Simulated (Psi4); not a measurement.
# BSiH3Cl2O (SMILES [SiH3]OB(Cl)Cl): a chain of runs

Wanted: a series of 10 runs (PBE-D4/def2-SVP, PBE0-D4/def2-TZVP, PBE-D4/def2-TZVPP, r2SCAN-D4/def2-TZVPP, B3LYP-D4/def2-TZVPP, PBE0-D4/def2-TZVPP, wB97M-V/def2-TZVPP, CCSD(T)/def2-TZVPP, and more) of BSiH3Cl2O. 

The results are computed with Psi4 1.11.

## 1. Starting point

BSiH3Cl2O has 8 atoms, charge 0, and is taken as a singlet. SMILES: `[SiH3]OB(Cl)Cl`. Geometry: relaxed at GFN2-xTB, rattled. The run starts from this shape.

Bond lengths: Si1–O2 1.663 Å, O2–B3 1.306 Å, B3–Cl4 1.771 Å, B3–Cl5 1.642 Å, Si1–H6 1.481 Å, Si1–H7 1.390 Å, Si1–H8 1.443 Å. Angles: Si1–O2–B3 157.4°, O2–B3–Cl4 120.5°, O2–B3–Cl5 121.5°, Cl4–B3–Cl5 117.9°, O2–Si1–H6 100.3°, O2–Si1–H7 106.1°, O2–Si1–H8 108.9°, H6–Si1–H7 115.7°, H6–Si1–H8 109.4°, H7–Si1–H8 115.2°.

## 2. A geometry optimisation at PBE-D4/def2-SVP (density fitting) (run 1)

calc.in

```
memory 4.4 GB

molecule {
  0 1
  Si    -0.184115    -0.322243     1.309210
  O      0.134953     0.359427    -0.173554
  B      0.304619     0.407283    -1.467594
  Cl    -0.043096    -1.008819    -2.472878
  Cl     0.936323     1.733424    -2.202358
  H     -1.317087     0.522588     1.750608
  H      0.985138    -0.196928     2.050411
  H     -0.645198    -1.675428     1.111492
  symmetry c1
}

set globals {
  basis def2-SVP
  scf_type df
  geom_maxiter 60
  max_force_g_convergence 0.0005
}

energy_value = opt('pbe-d4')
```

Started as:

```bash
$ psi4 calc.in calc.out -n 2
```

calc.out:

```text
Psi4 1.11 release

gradient() will perform analytic gradient computation.

   => Loading Basis Set <=

    Name: DEF2-SVP
    Role: ORBITAL
    Keyword: BASIS

   => PBE-D4(BJ,EEQ)ATM: Empirical Dispersion <=

        a1 =       0.385750
        a2 =       4.806885
       alp =      16.000000
        s6 =       1.000000
        s8 =       0.959481
        s9 =       1.000000
        ga =       3.000000
        gc =       2.000000
        wf =       6.000000

         ---------------------------------------------------------
                                   SCF
                              RKS Reference
                        2 Threads,   4196 MiB Core
         ---------------------------------------------------------

  ==> Geometry <==

    Molecular point group: c1
    Full point group: C1

    Geometry (in Angstrom), charge = 0, multiplicity = 1:

       Center              X                  Y                   Z               Mass
    ------------   -----------------  -----------------  -----------------  -----------------
         SI          -0.423375644736    -0.519174027205     2.410035587784    27.976926534650
         O           -0.104307644736     0.162495972795     0.927271587784    15.994914619570
         B            0.065358355264     0.210351972795    -0.366768412216    11.009305360000
[... 4 lines of this table left out ...]
         H           -0.884458644736    -1.872359027205     2.212317587784     1.007825032230

  Running in c1 symmetry.

  Rotational constants: A =      0.10980  B =      0.05060  C =      0.03508 [cm^-1]
  Rotational constants: A =   3291.70299  B =   1517.06431  C =   1051.81273 [MHz]
  Nuclear repulsion =  322.402002325319017

  Charge       = 0
  Multiplicity = 1
  Electrons    = 64
  Nalpha       = 32
  Nbeta        = 32

  ==> Algorithm <==

  SCF Algorithm Type is DF.
  DIIS enabled.
  MOM disabled.
  Fractional occupation disabled.
  Guess Type is SAD.
  Energy threshold   = 1.00e-08
  Density threshold  = 1.00e-08
  Integral threshold = 1.00e-12

  ==> Primary Basis <==

  Basis Set: DEF2-SVP
    Blend: DEF2-SVP
    Number of shells: 45
    Number of basis functions: 97
    Number of Cartesian functions: 102
    Spherical Harmonics?: true
    Max angular momentum: 2

  ==> DFT Potential <==

   => LibXC <=

    Version 7.1.2

   => Composite Functional: PBE-D4BJEEQATM <=

    PBE GGA Exchange-Correlation Functional

    Deriv               =              1
    GGA                 =           TRUE
    Meta                =          FALSE

    Exchange Hybrid     =          FALSE
    MP2 Hybrid          =          FALSE

   => Exchange Functionals <=

    1.0000     XC_GGA_X_PBE

   => Correlation Functionals <=

    1.0000     XC_GGA_C_PBE

   => LibXC Density Thresholds  <==

    XC_GGA_C_PBE:  1.00E-12
    XC_GGA_X_PBE:  1.00E-15

   => Molecular Quadrature <=

    Radial Scheme          =       TREUTLER
    Pruning Scheme         =           NONE
    Nuclear Scheme         =       TREUTLER

    Blocking Scheme        =         OCTREE
    BS radius alpha        =              1
    Pruning alpha          =              1
    Radial Points          =             75
    Spherical Points       =            302
    Total Points           =         170334
    Total Blocks           =           1357
    Max Points             =            256
    Max Functions          =             91
    Weights Tolerance      =       1.00E-15

   => Loading Basis Set <=

    Name: (DEF2-SVP AUX)
    Role: JKFIT
    Keyword: DF_BASIS_SCF

  ==> Integral Setup <==

  DFHelper Memory: AOs need 0.044 GiB; user supplied 2.730 GiB.
  SCF_SUBTYPE=INCORE selected. In-core MEM_DF algorithm will be used.
  Using in-core AOs.

  ==> MemDFJK: Density-Fitted J/K Matrices <==

    J tasked:                   Yes
    K tasked:                    No
    wK tasked:                   No
    Memory [MiB]:              2795
    Algorithm:                 Core
    Schwarz Cutoff:           1E-12
    Mask sparsity (%):       5.5266
    Fitting Condition:        1E-10

   => Auxiliary Basis Set <=

  Basis Set: (DEF2-SVP AUX)
    Blend: DEF2-UNIVERSAL-JKFIT
    Number of shells: 182
    Number of basis functions: 590
    Number of Cartesian functions: 707
    Spherical Harmonics?: true
    Max angular momentum: 4

  Cached 100.0% of DFT collocation blocks in 0.343 [GiB].

  Minimum eigenvalue in the overlap matrix is 9.2798891392E-03.
  Reciprocal condition number of the overlap matrix is 2.0472844167E-03.
    Using symmetric orthogonalization.

  ==> Pre-Iterations <==

  SCF Guess: Superposition of Atomic Densities via on-the-fly atomic UHF (no occupation information).

   -------------------------
    Irrep   Nso     Nmo
   -------------------------
     A         97      97
   -------------------------
    Total      97      97
   -------------------------

  ==> Iterations <==

                           Total Energy        Delta E     RMS |[F,P]|

[... 3 lines left out ...]
   @DF-RKS iter   3: -1310.80140262322971   -1.48352e+00   1.75801e-03 ADIIS/DIIS
[... 5 lines left out ...]
   @DF-RKS iter   9: -1310.81719288122645   -7.59312e-08   8.28444e-07 DIIS
[... 35 lines left out ...]
  @DF-RKS Final Energy: -1310.81719288497175
[... 8 lines left out ...]
    VV10 Nonlocal Energy =                  0.0000000000000000
[... 139 lines left out ...]
	                                 ==> Convergence Check <==
[... 148 lines left out ...]
   @DF-RKS iter   0: -1310.74363149079522   -1.31074e+03   3.20474e-03
[... 5 lines left out ...]
   @DF-RKS iter   6: -1310.83368733321981   -1.61005e-06   3.78892e-06 DIIS
[... 11 lines left out ...]
    Final Occupation by Irrep:
[... 13 lines left out ...]
    Empirical Dispersion Energy =          -0.0079150329598548
[... 61 lines left out ...]
    Weights Tolerance      =       1.00E-15
[... 163 lines left out ...]
                           Total Energy        Delta E     RMS |[F,P]|
[... 6 lines left out ...]
   @DF-RKS iter   5: -1310.83073876355888   -1.54183e-05   2.79826e-05 DIIS
[... 5 lines left out ...]
  Energy and wave function converged.
[... 19 lines left out ...]
    DFT Exchange-Correlation Energy =     -90.5399948915078028
[... 19 lines left out ...]
 Dipole Z            :         -9.9997059           10.7694209            0.7697150
[... 169 lines left out ...]
    Weights Tolerance      =       1.00E-15
[... 36 lines left out ...]
   @DF-RKS iter   4: -1310.83532432505012   -4.45763e-05   3.13089e-05 DIIS
[... 5 lines left out ...]
   @DF-RKS iter  10: -1310.83532836016593   -1.81899e-12   2.87524e-09 DIIS
[... 19 lines left out ...]
    Two-Electron Energy =                 900.1913178005531790
[... 19 lines left out ...]
 Dipole Y            :          2.2494254           -2.4545444           -0.2051190
[... 100 lines left out ...]
	  Convergence Criteria              o    5.00e-04 *             o             o             o
[... 105 lines left out ...]
   @DF-RKS iter   3: -1310.83564018670040   -4.21696e-05   1.46399e-05 DIIS
[... 5 lines left out ...]
   @DF-RKS iter   9: -1310.83564104978359   -1.59162e-12   3.53778e-09 DIIS
[... 19 lines left out ...]
    Two-Electron Energy =                 900.8656145527979788
[... 19 lines left out ...]
 Dipole Y            :          2.2094597           -2.4453752           -0.2359155
[... 100 lines left out ...]
	  Convergence Criteria              o    5.00e-04 *             o             o             o
[... 111 lines left out ...]
   @DF-RKS iter   3: -1310.83620544545715   -6.09689e-04   6.14523e-05 DIIS
[... 5 lines left out ...]
   @DF-RKS iter   9: -1310.83622086316086   -2.95586e-12   6.98067e-09 DIIS
[... 19 lines left out ...]
    Two-Electron Energy =                 902.6201213600702431
[... 19 lines left out ...]
 Dipole Y            :          2.1199088           -2.4284588           -0.3085500
[... 100 lines left out ...]
	  Convergence Criteria              o    5.00e-04 *             o             o             o
[... 111 lines left out ...]
   @DF-RKS iter   3: -1310.83653763839402   -5.71966e-04   4.77387e-05 DIIS
[... 5 lines left out ...]
   @DF-RKS iter   9: -1310.83654735330902   -7.27596e-12   8.44896e-09 DIIS
[... 19 lines left out ...]
    Two-Electron Energy =                 903.8919723973870077
[... 19 lines left out ...]
 Dipole Y            :          2.0943744           -2.4228963           -0.3285219
[... 100 lines left out ...]
	  Convergence Criteria              o    5.00e-04 *             o             o             o
[... 105 lines left out ...]
   @DF-RKS iter   3: -1310.83670884596449   -2.90761e-04   4.77120e-05 DIIS
[... 5 lines left out ...]
   @DF-RKS iter   9: -1310.83671822269571   -2.95586e-12   4.08250e-09 DIIS
[... 19 lines left out ...]
    Two-Electron Energy =                 903.6243025743838189
[... 19 lines left out ...]
 Dipole Y            :          2.1406029           -2.4341242           -0.2935212
[... 100 lines left out ...]
	  Convergence Criteria              o    5.00e-04 *             o             o             o
[... 105 lines left out ...]
   @DF-RKS iter   3: -1310.83672553650672   -3.72952e-06   4.16591e-06 DIIS
[... 5 lines left out ...]
  Energy and wave function converged.
[... 17 lines left out ...]
    Virtual:

      33A     -0.043017    34A     -0.025780    35A      0.028998
      36A      0.032260    37A      0.042124    38A      0.054616
      39A      0.125000    40A      0.153163    41A      0.180593
[... 18 lines of this table left out ...]
      96A      3.015352    97A      3.198872

    Final Occupation by Irrep:
              A
    DOCC [    32 ]
    NA   [    32 ]
    NB   [    32 ]

  @DF-RKS Final Energy: -1310.83672561188268

   => Energetics <=

    Nuclear Repulsion Energy =            316.2158161658939548
    One-Electron Energy =               -2440.0135659517318345
    Two-Electron Energy =                 903.5227430568547788
    DFT Exchange-Correlation Energy =     -90.5536057797701801
    Empirical Dispersion Energy =          -0.0081131031295592
    VV10 Nonlocal Energy =                  0.0000000000000000
    Total Energy =                      -1310.8367256118826845

Computation Completed

Properties will be evaluated at   0.000000,   0.000000,   0.000000 [a0]

Properties computed using the SCF density matrix

 Multipole Moments:

 ------------------------------------------------------------------------------------
     Multipole            Electronic (a.u.)      Nuclear  (a.u.)        Total (a.u.)
 ------------------------------------------------------------------------------------

 L = 1.  Multiply by 2.5417464519 to convert [e a0] to [Debye]
 Dipole X            :          1.9689092           -2.1516186           -0.1827094
 Dipole Y            :          2.1501870           -2.4360690           -0.2858820
 Dipole Z            :         -9.6133228           10.3399313            0.7266086
 Magnitude           :                                                    0.8019172

 ------------------------------------------------------------------------------------

	total time  =          3 seconds =       0.05 minutes

         ------------------------------------------------------------
                                   SCF GRAD
         ------------------------------------------------------------

  ==> Geometry <==

    Molecular point group: c1
    Full point group: C1

    Geometry (in Angstrom), charge = 0, multiplicity = 1:

       Center              X                  Y                   Z               Mass
    ------------   -----------------  -----------------  -----------------  -----------------
         SI          -0.473654568176    -0.493628441766     2.353458545758    27.976926534650
         O           -0.033501473919     0.413750889170     0.981657687148    15.994914619570
         B            0.106711546153     0.217086509314    -0.341052243854    11.009305360000
[... 4 lines of this table left out ...]
         H           -0.937638728612    -1.862330917287     1.952793817256     1.007825032230

  Nuclear repulsion =  316.215816165893955

   => Molecular Quadrature <=

    Radial Scheme          =       TREUTLER
    Pruning Scheme         =           NONE
    Nuclear Scheme         =       TREUTLER

    Blocking Scheme        =         OCTREE
    BS radius alpha        =              1
    Pruning alpha          =              1
    Radial Points          =             75
    Spherical Points       =            302
    Total Points           =         170385
    Total Blocks           =           1338
    Max Points             =            256
    Max Functions          =             90
    Weights Tolerance      =       1.00E-15

  -Total Gradient:
     Atom            X                  Y                   Z
    ------   -----------------  -----------------  -----------------
       1        0.000123912470    -0.000103678543     0.000401856075
       2        0.000036469781     0.000147393980     0.000010640095
       3        0.000019862896     0.000001553853    -0.000362460493
[... 4 lines of this table left out ...]
       8       -0.000033282498    -0.000003616482    -0.000001204042

	total time  =          2 seconds =       0.03 minutes

    			-----------------------------------------

    			 OPTKING 3.0: for geometry optimizations

    			        with contributions from

    			-----------------------------------------

	                            ===> Fragment 1 <==

	 Z (Atomic Numbers)          Masses                          Geom
	      14.000000            27.976927         -0.89507741 -0.93282256  4.44739210
	       8.000000            15.994915         -0.06330861  0.78187586  1.85506418
	       5.000000            11.009305          0.20165560  0.41023405 -0.64449534
[... 4 lines of this table left out ...]
	       1.000000             1.007825         -1.77188040 -3.51929539  3.69024549

	 - Coordinate -           - BOHR/RAD -       - ANG/DEG -
	 R(1,2)           =         3.217483           1.702618
	 R(1,6)           =         2.830443           1.497806
	 R(1,7)           =         2.830879           1.498037
[... 18 lines of this table left out ...]
	 D(3,2,1,8)       =        -0.108774          -6.232313

	        --- Internal Coordinate Step in ANG or DEG, aJ/ANG or AJ/DEG ---
	-------------------------------------------------------------------------------
	           Coordinate      Previous         Force          Change          New
	           ----------      --------        ------          ------        ------
	               R(1,2)       1.70262       -0.00287        0.00007       1.70269
	               R(1,6)       1.49781       -0.00019       -0.00034       1.49747
	               R(1,7)       1.49804        0.00067        0.00060       1.49863
[... 18 lines of this table left out ...]
	           D(3,2,1,8)      -6.23231       -0.00000       -0.43213      -6.66444
	-------------------------------------------------------------------------------

	                                 ==> Convergence Check <==

	Measures of convergence in internal coordinates in au.

	Criteria marked as inactive (o), active & met (*), and active & unmet ( ).

	----------------------------------------------------------------------------------------------
	   Step    Total Energy     Delta E     Max Force     RMS Force      Max Disp      RMS Disp
	----------------------------------------------------------------------------------------------
	  Convergence Criteria              o    5.00e-04 *             o             o             o
	----------------------------------------------------------------------------------------------
	     9   -1310.83672561   -7.39e-06 o    3.70e-04 *    1.40e-04 o    1.30e-02 o    5.56e-03 o  ~
	----------------------------------------------------------------------------------------------

Next Geometry in Ang
	Fragment 1 (Ang)

	   Si  -0.4756226821  -0.4927768354   2.3500052605
	    O  -0.0311425044   0.4222670235   0.9846182651
	    B   0.1089221227   0.2183698141  -0.3368195680
[... 4 lines of this table left out ...]
	    H  -0.9485915709  -1.8556710125   1.9405294597

    Final optimized geometry and variables:
    Molecular point group: c1
    Full point group: C1

    Geometry (in Angstrom), charge = 0, multiplicity = 1:

    SI          -0.473654568176    -0.493628441766     2.353458545758
    O           -0.033501473919     0.413750889170     0.981657687148
    B            0.106711546153     0.217086509314    -0.341052243854
[... 4 lines of this table left out ...]
    H           -0.937638728612    -1.862330917287     1.952793817256

    Psi4 run time: 0:00:50.10

[set-up sections that repeat, and orbital energies of the middle runs, are left out above]
```

Standard output:

```text
Optimizer: Optimization complete!
```

Run time: 52 s. Hardware: 2 threads of Intel Xeon Platinum 8259CL at 2.50GHz (Skylake/Cascade Lake), shared host; peak memory 0.75 GiB.

The path in brief:

```csv
step,energy from the first frame kept (eV),largest force (eV/Å)
0,0.0000,3.9965
1,-0.4488,1.2317
2,-0.3687,1.4939
3,-0.4935,0.3152
4,-0.5020,0.2639
5,-0.5178,0.4122
6,-0.5267,0.4429
7,-0.5313,0.0595
8,-0.5315,0.0223
```

After the run. Bond lengths: Si1–O2 1.703 Å, O2–B3 1.345 Å, B3–Cl4 1.778 Å, B3–Cl5 1.766 Å, Si1–H6 1.498 Å, Si1–H7 1.498 Å, Si1–H8 1.500 Å. Angles: Si1–O2–B3 137.9°, O2–B3–Cl4 122.0°, O2–B3–Cl5 119.3°, Cl4–B3–Cl5 118.7°, O2–Si1–H6 106.6°, O2–Si1–H7 107.0°, O2–Si1–H8 110.6°, H6–Si1–H7 110.7°, H6–Si1–H8 110.8°, H7–Si1–H8 110.9°.

(Part 1 of 3 ends here.)
